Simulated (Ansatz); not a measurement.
# WS2: the cost of one run

Program: Ansatz 0.2.0. Level of theory: DFT LDA, scalar-relativistic, plane waves, PAW. These are calculated values, not measurements.

2 further runs of the same task are left out: 1 that didn't finish, 1 set aside as unsound or not needed. Runs told in other sessions of the task aren't counted.

### Step 1. The structure to begin with

The structure is hexagonal, space group P6_3/mmc (No. 194). Conventional cell: a = 3.127 Å, b = 3.127 Å, c = 12.163 Å, α = 90.00°, β = 90.00°, γ = 120.00°. Around W (site symmetry -6m2) lie 6 S at 2.39 Å. Around S (site symmetry 3m) lie 3 W at 2.39 Å.

As a file:

```xyz
6
Lattice="3.1268 0.0000 0.0000 -1.5634 2.7079 0.0000 0.0000 0.0000 12.1627" Properties=species:S:1:pos:R:3 pbc="T T T"
W     0.0000    1.8053    3.0407
W     1.5634    0.9026    9.1220
S     0.0000    1.8053    7.5600
S     1.5634    0.9026    1.4787
S     0.0000    1.8053   10.6840
S     1.5634    0.9026    4.6027
```

It goes back to an entry of the Materials Project.

This cell was relaxed beforehand with the same method: volume 17.16 Å³/atom, gap on the mesh 0.84 eV.

### Step 2. Band edges and mean potential of the bulk

Contents of input.yaml:

```yaml
crystal:
  lattice:
    - [3.1267849885, 2.8e-09, 0.0]
    - [-1.5633924967, 2.7078752308, 0.0]
    - [0.0, 0.0, 12.1627005541]
  atoms:
    - { symbol: W, position: [0.3333333333, 0.6666666667, 0.25] }
    - { symbol: W, position: [0.6666666667, 0.3333333333, 0.75] }
    - { symbol: S, position: [0.3333333333, 0.6666666667, 0.621575388] }
    - { symbol: S, position: [0.6666666667, 0.3333333333, 0.121575388] }
    - { symbol: S, position: [0.3333333333, 0.6666666667, 0.878424612] }
    - { symbol: S, position: [0.6666666667, 0.3333333333, 0.378424612] }
basis:
  ecutwfc: 420
kpoints:
  mp_grid: { grid: [12, 12, 4] }
  band_path: { path: [VBM, CBM], npoints: 2 }
hamiltonian:
  xc: lda
scf:
  occupations: { method: gaussian, width: 0.02 }
output:
  forces: true
  stress: true
  eigenvalues: true
```

Started as:

```bash
$ ansatz run input.yaml --threads 8 --pin off --max-ram 28672MiB --backend cpu --events-out ev --progress --plain --runs-dir out
```

**Question.** How long does this run take on 8 threads of Intel Xeon Platinum 8259CL at 2.50GHz (Skylake/Cascade Lake), shared host, and how much memory does it need?

About 4.7 s, with a peak of 0.62 GiB.
